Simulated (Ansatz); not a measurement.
Predict the output of the script below (Ansatz's Python interface).

Script `torsion.py`:
```python
'''Rigid torsion scan of AsH5Si.'''

import ansatz as az
from ase import Atoms

atoms = Atoms(['Si', 'As', 'H', 'H', 'H', 'H', 'H'], positions=[
    [-0.5515, -0.5419, -0.371],
    [0.9199, 0.2089, 1.217],
    [-1.9721, -0.5771, 0.2045],
    [-0.1296, -1.8109, -0.8869],
    [-0.6176, 0.4555, -1.5144],
    [0.3749, 1.6912, 1.1689],
    [2.0372, 0.5064, 0.1362],
])

# relax first, so that the scan starts from a minimum
first = (
    az.Crystal.molecule_from_ase(atoms).calculation()
    .basis(gaussian='def2-SVP')  # atom-centred Gaussian functions
    .functional('hf')
    .relax(force_tolerance=0.02, max_steps=80)  # relax until the tolerances are met
)
atoms.positions = first.run(threads=1).report['positions_ang']

start = atoms.get_dihedral(2, 0, 1, 5)
energies = {}
for turn in range(0, 360, 30):
    turned = atoms.copy()
    turned.set_dihedral(2, 0, 1, 5, start + turn, indices=[1, 5, 6])
    job = az.Crystal.molecule_from_ase(turned).calculation()
    job = job.basis(gaussian='def2-SVP')
    job = job.functional('hf')
    energies[round((start + turn) % 360)] = job.run(threads=1).report['free_energy_ev']
floor = min(energies.values())
print('dihedral H2-Si0-As1-H5 (deg)   E - E(min) (kcal/mol)')
for angle, e in sorted(energies.items()):
    print(f'{angle:8d} {23.060548 * (e - floor):14.3f}  ' + '#' * int(30 * (e - floor) / max(max(energies.values()) - floor, 1e-9)))
```

Running `python torsion.py` prints:
```text
dihedral H2-Si0-As1-H5 (deg)   E - E(min) (kcal/mol)
      17          0.987  ###################
      47          0.429  ########
      77          0.976  ##################
     107          1.555  ##############################
     137          0.989  ###################
     167          0.433  ########
     197          0.982  ##################
     227          1.408  ###########################
     257          0.650  ############
     287          0.000
     317          0.640  ############
     347          1.406  ###########################
```

The scan is rigid and the energies are electronic, in a modest basis. With rigid groups the curve can differ much from the relaxed path, the start wasn't checked as a minimum of this torsion, and equivalent turns needn't return to the same energy. Wall time of the script: 13 s on 1 thread of Arm Neoverse V2 (shared host), peak memory 0.21 GiB.

(A comment or docstring line of the script was reworded after the run, the code is as it ran.)
